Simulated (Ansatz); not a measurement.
# HfClO+ (singlet): wave-function methods side by side, def2-SVP

The task here is to estimate one member of a computed series from the others.

Computed with Ansatz 0.2.0, Gaussian basis. Level: def2-SVP, core rule «outside noble gas», up to 10 orbitals frozen.

Plan: UHF; CCSD(T) on RHF; CISD; CCSDT(Q) on RHF.

4 further runs of the same task are left out: 4 set aside as unsound or not needed.

### The geometry

The geometry is a PBE0/def2-TZVP stationary point (not a proven minimum) of the parent state, kept for this charge and spin. No spin-orbit coupling is included. Elements past krypton take def2 core potentials.

3 atoms, charge 1, spin multiplicity 1.

Atoms are counted from 1 here; the program's logs count them from 0.

Bond lengths: Hf1–O2 1.736 Å, Hf1–Cl3 2.352 Å. Angles: O2–Hf1–Cl3 110.9°.

The first run:

Contents of in.yaml:

```yaml
crystal:
  periodic: [false, false, false]
  atoms:
    - {symbol: Hf, position_ang: [0.000000, 0.170091, 0.293115]}
    - {symbol: O, position_ang: [0.000000, -1.309611, 1.201761]}
    - {symbol: Cl, position_ang: [0.000000, -0.265326, -2.018039]}
basis:
  gaussian: {orbitals: def2-SVP}
total_charge: 1
magnetization: {spin_polarized: true, initial_magnetization: 0}
hamiltonian: {xc: hf}
output: {orbitals: {seedname: orbitals}}
```

Run with:

```bash
> ansatz run in.yaml --threads 1 --pin off --events-out ev --progress --plain --max-ram 4096MiB --backend cpu
```

Steps of the session up to this table: UHF; CCSD(T) on RHF; CISD; CCSDT(Q) on RHF.

One table of the session follows, with a row left open; its other results are not shown here.

It belongs to the step «Misses and costs». 

| method | from RCCSDT(Q) (meV) |
| --- | --- |
| RHF | +12027.8 |
| RMP2 | +231.7 |
| RCCSD | ? |
| RCCSD(T) | +55.6 |
| RCCSDT | +48.9 |
| RCCSDT(Q) | 0 |

Q: Estimate the row for RCCSD from the others.

**Answer.** from RCCSDT(Q) (meV): +611.5. In the column «from RCCSDT(Q) (meV)» it lies between RMP2 (+231.7) and RHF (+12027.8).

Not comparable, so not listed: CISD (they don't share determinant, frozen orbitals or solution with the rows shown, or repeat one).
